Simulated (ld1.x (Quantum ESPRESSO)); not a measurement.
**An ultrasoft potential for titanium, from input to tests**

Do these settings give a usable potential? It is generated, then checked for transferability, scattering, ghosts and hardness.

Program: ld1.x (Quantum ESPRESSO) 7.5. Reference atom: PBE, scalar-relativistic, spherical and spin-unpolarised. All values are calculated.

### 1 Settings

The settings as typed:

| Property | Result |
| --- | --- |
| element | titanium (Ti, Z = 22) |
| type | ultrasoft |
| frozen core | [Ne] 3s2 |
| valence charge | 10 |
| reference configuration | 3p6 3d1 4s0 4p0 (charge +3) |
| partial waves | 4s (bound, empty): rcut 1.55, rcutus 2.05 bohr; 4s channel at -0.2 Ry: rcut 1.55, rcutus 2.05 bohr; 3p (bound): rcut 1.40, rcutus 1.80 bohr; 4p (bound, empty): rcut 1.40, rcutus 1.80 bohr; 3d (bound): rcut 1.20, rcutus 1.55 bohr; 3d channel at -0.35 Ry: rcut 1.20, rcutus 1.55 bohr |
| local potential | all-electron potential smoothed inside 1.35 bohr (lloc = -1) |
| core correction | not asked for |
| augmentation charge | PSQ, radius 1.35 bohr |

An earlier all-electron run gives the scale for the radii.

All-electron outer shells of the reference configuration (PBE, scalar-relativistic, ld1.x):

```json
{"shell": "3s", "level (eV)": "-95.04", "outermost node (bohr)": "0.40", "outermost maximum (bohr)": "0.87"}
{"shell": "3p", "level (eV)": "-70.92", "outermost node (bohr)": "0.37", "outermost maximum (bohr)": "0.89"}
{"shell": "3d", "level (eV)": "-34.69", "outermost node (bohr)": "–", "outermost maximum (bohr)": "0.92"}
{"shell": "4s", "level (eV)": "-26.44", "outermost node (bohr)": "1.20", "outermost maximum (bohr)": "2.39"}
{"shell": "4p", "level (eV)": "-20.90", "outermost node (bohr)": "1.30", "outermost maximum (bohr)": "2.67"}
{"shell": "4f", "level (eV)": "-8.70", "outermost node (bohr)": "–", "outermost maximum (bohr)": "4.25"}
```

### 2 Generating the potential

Ti.in

```
 &input
   title='Ti', zed=22., rel=1, dft='PBE', iswitch=3,
   config='[Ar] 3d1 4s0 4p0',
   nld=3, rlderiv=2.25, eminld=-7.0, emaxld=5.0, deld=0.02
 /
 &inputp
   pseudotype=3, tm=.true., lloc=-1, rcloc=1.35,
   nlcc=.false.,
   which_augfun='PSQ', rmatch_augfun=1.35,
   file_pseudopw='Ti.UPF', file_wfcaegen='ae.wfc', file_wfcncgen='nc.wfc', file_beta='beta', file_chi='chi', file_wfcusgen='us.wfc'
 /
6
4S  1  0   0.00   0.00  1.55  2.05  0.0
4S  1  0   0.00  -0.20  1.55  2.05  0.0
3P  2  1   6.00   0.00  1.40  1.80  0.0
4P  3  1   0.00   0.00  1.40  1.80  0.0
3D  3  2   1.00   0.00  1.20  1.55  0.0
3D  3  2   0.00  -0.35  1.20  1.55  0.0
 &test
   configts(1)='3p6 3d1 4s0 4p0'
 /
```

Launch:

```bash
ld1.x < Ti.in > Ti.out
```

Output in Ti.out (without the banner and most projector matrices):

```text
     Program LD1 v.7.5
     --------------------------- All-electron run ----------------------------

     Ti
     scalar relativistic calculation

     atomic number is 22.00
     dft =PBE   lsd =0 sic =0 latt =0  beta=0.20 tr2=1.0E-14
     Exchange-correlation= PBE
                           (   1   4   3   4   0   0   0)
     mesh =1177 r(mesh) = 100.37945 a.u. xmin = -7.00 dx = 0.01250
     1 Ry =  13.60569312 eV, c = 137.03599908

     n l     nl                  e(Ry)          e(Ha)          e(eV)
     1 0     1S 1( 2.00)      -360.3198      -180.1599     -4902.4011
     2 0     2S 1( 2.00)       -41.9629       -20.9814      -570.9343
     2 1     2P 1( 6.00)       -35.1482       -17.5741      -478.2162
     3 0     3S 1( 2.00)        -6.9856        -3.4928       -95.0436
     3 1     3P 1( 6.00)        -5.2127        -2.6063       -70.9218
     3 2     3D 1( 1.00)        -2.5498        -1.2749       -34.6913
     4 0     4S 1( 0.00)        -1.9436        -0.9718       -26.4442
     4 1     4P 1( 0.00)        -1.5358        -0.7679       -20.8961

     final scf error:  4.5E-15 reached in  22 iterations

     Etot =   -1703.612957 Ry,    -851.806478 Ha,  -23178.835093 eV

     Ekin =    1718.099961 Ry,     859.049980 Ha,   23375.940822 eV
     Encl =   -4004.138672 Ry,   -2002.069336 Ha,  -54479.081996 eV
     Eh   =     664.603079 Ry,     332.301539 Ha,    9042.385538 eV
     Exc  =     -82.177324 Ry,     -41.088662 Ha,   -1118.079457 eV

     normalization and overlap integrals

     s(1S/1S) =  1.000000  <r> =   0.0696  <r2> =    0.0065  r(max) =   0.0455
     s(2S/2S) =  1.000000  <r> =   0.3249  <r2> =    0.1248  r(max) =   0.2682
     s(2P/2P) =  1.000000  <r> =   0.2899  <r2> =    0.1037  r(max) =   0.2196
     s(3S/3S) =  1.000000  <r> =   0.9925  <r2> =    1.1325  r(max) =   0.8685
     s(3P/3P) =  1.000000  <r> =   1.0567  <r2> =    1.3065  r(max) =   0.8904
     s(3D/3D) =  1.000000  <r> =   1.2633  <r2> =    1.9742  r(max) =   0.9245
     s(4S/4S) =  1.000000  <r> =   2.6151  <r2> =    7.6860  r(max) =   2.3904
     s(4P/4P) =  1.000000  <r> =   2.9555  <r2> =    9.8594  r(max) =   2.6750

     ------------------------ End of All-electron run ------------------------

     --------------------- Generating US pseudopotential ---------------------

      Generating local potential from pseudized AE potential:
      Matching radius rcloc =   1.3500

      Local pseudo, rcloc= 1.362 Estimated cut-off energy=    12.55 Ry
      Wfc-us  4S rcutus= 2.032  Estimated cut-off energy=    28.94 Ry
      Wfc-us  4S rcutus= 2.032  Estimated cut-off energy=    11.98 Ry
      Wfc-us  3P rcutus= 1.793  Estimated cut-off energy=    26.47 Ry
      Wfc-us  4P rcutus= 1.793  Estimated cut-off energy=    50.40 Ry
      Wfc-us  3D rcutus= 1.543  Estimated cut-off energy=    48.43 Ry
      Wfc-us  3D rcutus= 1.543  Estimated cut-off energy=    76.76 Ry

     Q pseudized with Bessel functions
     Expected ecutrho=     281.6872 due to l1=  2   l2=  2

     ------------------- End of pseudopotential generation -------------------

     [... the all-electron block is printed once more ...]


     Computing logarithmic derivative in   2.25969

       Warning: n=1, l=0 expected 0 nodes, found 1
       Setting wfc to zero for this iteration
       (This warning will only be printed once per wavefunction)

       Zero norm: self consistency problem; state:  3 (l=  0, j=0.0)
     Computing logarithmic derivative in   2.25969
     Computing the partial wave expansion
     R is outside the sphere for l=    0 j= 0.00
     R is outside the sphere for l=    0 j= 0.00
     R is outside the sphere for l=    1 j= 0.00
     R is outside the sphere for l=    1 j= 0.00
     R is outside the sphere for l=    2 j= 0.00
     R is outside the sphere for l=    2 j= 0.00

     ---------------------- Testing the pseudopotential ----------------------

     Ti
     scalar relativistic calculation

     atomic number is 22.00   valence charge is 10.00
     dft =PBE   lsd =0 sic =0 latt =0  beta=0.20 tr2=1.0E-14
     mesh =1177 r(mesh) = 100.37945 xmin = -7.00 dx = 0.01250

     n l     nl             e AE (Ry)        e PS (Ry)    De AE-PS (Ry)
     2 1     3P   1( 6.00)       -5.21266       -5.21266       -0.00000
     3 2     3D   1( 1.00)       -2.54976       -2.54977        0.00000
     1 0     4S   1( 0.00)       -1.94362       -1.94362        0.00000
     3 1     4P   1( 0.00)       -1.53584       -1.53583       -0.00001

     eps = 9.5E-15  iter =  2

     Etot =   -1703.612957 Ry,    -851.806478 Ha,  -23178.835093 eV
     Etotps =   -72.162425 Ry,     -36.081212 Ha,    -981.819807 eV

     Ekin =      22.752241 Ry,      11.376121 Ha,     309.560015 eV
     Encl =    -142.176891 Ry,     -71.088446 Ha,   -1934.415151 eV
     Ehrt =      40.936234 Ry,      20.468117 Ha,     556.965840 eV
     Ecxc =      -8.744844 Ry,      -4.372422 Ha,    -118.979669 eV
     Epseu=      15.070835 Ry,       7.535418 Ha,     205.049159 eV

     ---------------------- End of pseudopotential test ----------------------
```

Run time: 0.73 s. Hardware: 1 thread, shared host. (Generation and the later configuration tests together.)

All-electron and pseudo partial waves u(r) = r·R(r), from the program's wave files:

| r (bohr) | 3d AE | 3d PS | 3p AE | 3p PS |
| --- | --- | --- | --- | --- |
| 0.103 | 0.0396 | 0.0029 | -0.4193 | 0.0221 |
| 0.205 | 0.1740 | 0.0223 | -0.5182 | 0.0853 |
| 0.308 | 0.3501 | 0.0708 | -0.2340 | 0.1840 |
| 0.410 | 0.5169 | 0.1525 | 0.1632 | 0.3059 |
| 0.513 | 0.6553 | 0.2655 | 0.5257 | 0.4407 |
| 0.615 | 0.7574 | 0.3965 | 0.7914 | 0.5725 |
| 0.718 | 0.8259 | 0.5316 | 0.9587 | 0.6910 |
| 0.820 | 0.8626 | 0.6512 | 1.0374 | 0.7837 |
| 0.923 | 0.8739 | 0.7435 | 1.0500 | 0.8452 |
| 1.025 | 0.8655 | 0.7985 | 1.0162 | 0.8714 |
| 1.128 | 0.8425 | 0.8167 | 0.9526 | 0.8636 |
| 1.230 | 0.8096 | 0.8038 | 0.8732 | 0.8263 |
| 1.332 | 0.7700 | 0.7703 | 0.7865 | 0.7667 |
| 1.435 | 0.7259 | 0.7262 | 0.6980 | 0.6924 |
| 1.538 | 0.6795 | 0.6795 | 0.6126 | 0.6121 |
| 1.640 | 0.6330 | 0.6330 | 0.5337 | 0.5339 |
| 1.743 | 0.5865 | 0.5865 | 0.4609 | 0.4609 |
| 1.845 | 0.5416 | 0.5416 | 0.3962 | 0.3962 |
| 1.948 | 0.4980 | 0.4980 | 0.3384 | 0.3384 |
| 2.050 | 0.4568 | 0.4568 | 0.2881 | 0.2881 |
| 2.153 | 0.4175 | 0.4175 | 0.2440 | 0.2440 |
| 2.255 | 0.3809 | 0.3809 | 0.2063 | 0.2063 |
| 2.358 | 0.3462 | 0.3462 | 0.1735 | 0.1735 |
| 2.460 | 0.3143 | 0.3143 | 0.1458 | 0.1458 |
| 2.562 | 0.2846 | 0.2846 | 0.1222 | 0.1222 |
| 2.665 | 0.2569 | 0.2569 | 0.1020 | 0.1020 |

### 3 Testing the new file in other configurations

Ti.test.in

```
 &input
   title='Ti', zed=22., rel=1, dft='PBE', iswitch=2,
   config='[Ar] 3d1 4s0 4p0'
 /
 &test
   file_pseudo='Ti.UPF', nconf=8,
   configts(1)='3p6 3d1 4s0 4p0',
   configts(2)='3p6 3d2 4s2 4p0',
   configts(3)='3p6 3d2 4s1 4p0',
   configts(4)='3p6 3d2 4s0 4p0',
   configts(5)='3p6 3d1 4s2 4p0',
   configts(6)='3p6 3d1 4s2 4p1',
   configts(7)='3p6 3d2 4s1.5 4p0',
   configts(8)='3p6 3d2 4s1 4p1'
 /
```

Launch:

```bash
ld1.x < Ti.test.in > Ti.test.out
```

Ti.test.out, the pseudopotential blocks, each with the warnings that came before it:

```text
     Warning: n=1, l=0 expected 0 nodes, found 1
     ---------------------- Testing the pseudopotential ----------------------

     Ti
     scalar relativistic calculation

     atomic number is 22.00   valence charge is 10.00
     dft =PBE   lsd =0 sic =0 latt =0  beta=0.20 tr2=1.0E-14
     mesh =1177 r(mesh) = 100.37945 xmin = -7.00 dx = 0.01250

     n l     nl             e AE (Ry)        e PS (Ry)    De AE-PS (Ry)
     2 1     3P   1( 6.00)       -5.21266       -5.21266       -0.00000
     3 2     3D   1( 1.00)       -2.54976       -2.54977        0.00000
     1 0     4S   1( 0.00)       -1.94362       -1.94362        0.00000
     3 1     4P   1( 0.00)       -1.53584       -1.53583       -0.00001

     eps = 9.5E-15  iter =  2

     Etot =   -1703.612957 Ry,    -851.806478 Ha,  -23178.835093 eV
     Etotps =   -72.162425 Ry,     -36.081212 Ha,    -981.819807 eV

     Ekin =      22.752241 Ry,      11.376121 Ha,     309.560015 eV
     Encl =    -142.176891 Ry,     -71.088446 Ha,   -1934.415151 eV
     Ehrt =      40.936234 Ry,      20.468117 Ha,     556.965840 eV
     Ecxc =      -8.744844 Ry,      -4.372422 Ha,    -118.979669 eV
     Epseu=      15.070835 Ry,       7.535418 Ha,     205.049159 eV

     ---------------------- End of pseudopotential test ----------------------
```

7 tests gave no usable energy difference (3p6 3d2 4s2 4p0; 3p6 3d2 4s1 4p0; 3p6 3d2 4s0 4p0; 3p6 3d1 4s2 4p0; others); the test run stopped with "negative rho".

### 4 Logarithmic derivatives

Taken from the files of the generation run. The phase is arctan(r·u′/u) with u = r·R, unwrapped, with energies in Ry. A pole is an energy at which the radial function vanishes at the test radius. The pseudo phase is shifted by a multiple of π to meet the all-electron one at the reference energy. Levels narrower than the energy grid can be missing from the poles. Left out: s, p, where the overlap operator is not positive , so their phases aren't trusted. The last column is the largest difference on the grid between −1 and +1 Ry.

| channel | radius (bohr) | reference (Ry) | poles AE | poles PS | window around the reference with phases within 0.05 rad (Ry) | largest difference near zero (rad) |
| --- | --- | --- | --- | --- | --- | --- |
| d | 2.26 | -2.55 | -2.19, 4.37 | -2.19, 4.39 | the whole range | 0.000 |

Phases (rad) along the scan:

| E (Ry) | d AE | d PS |
| --- | --- | --- |
| -7.00 | 1.372 | 1.372 |
| -6.48 | 1.361 | 1.361 |
| -5.96 | 1.346 | 1.346 |
| -5.44 | 1.328 | 1.328 |
| -4.92 | 1.304 | 1.304 |
| -4.40 | 1.269 | 1.269 |
| -3.88 | 1.211 | 1.211 |
| -3.36 | 1.080 | 1.080 |
| -2.84 | 0.308 | 0.308 |
| -2.32 | -1.478 | -1.478 |
| -1.80 | -1.717 | -1.717 |
| -1.28 | -1.834 | -1.834 |
| -0.76 | -1.952 | -1.952 |
| -0.24 | -2.134 | -2.134 |
| 0.28 | -2.520 | -2.520 |
| 0.80 | -3.356 | -3.355 |
| 1.32 | -4.062 | -4.061 |
| 1.84 | -4.358 | -4.358 |
| 2.36 | -4.500 | -4.499 |
| 2.88 | -4.583 | -4.582 |
| 3.40 | -4.639 | -4.638 |
| 3.92 | -4.681 | -4.681 |
| 4.44 | -4.717 | -4.715 |
| 4.96 | -4.748 | -4.747 |

### 5 Plane-wave convergence, by spherical Bessel functions

A separate test, outside the generator: the pseudo-atom's Hamiltonian at the reference potential is diagonalised in spherical Bessel functions j_l(qr) that vanish at 20 bohr, with q² up to the cutoff.

No cutoffs are read. The overlap operator is not positive in s, p (lowest eigenvalue -1.309), so the test is not defined there. The ghost test is not conclusive.

### 6 Outcome

| quantity | value |
| --- | --- |
| cutoffs | not determined |
| bound ghosts | not determined |
| configuration tests | no usable energy difference |
| largest phase difference near zero energy, channels read | 0.000 rad |
| lowest eigenvalue of the overlap (Bessel basis) | -1.309 (p) |
| density cutoff estimated by the generator | 282 Ry |

The overlap operator is not positive definite in s, p, so a plane-wave run would break down once the basis is large enough. The test run broke off, so later configurations gave nothing; no test gave an energy difference. No cutoffs are read. Ghosts could not be judged. Near zero energy the phases of the channels with partial waves that could be evaluated agree within 0.001 rad. These are tests on the free atom; a crystal test is still owed.
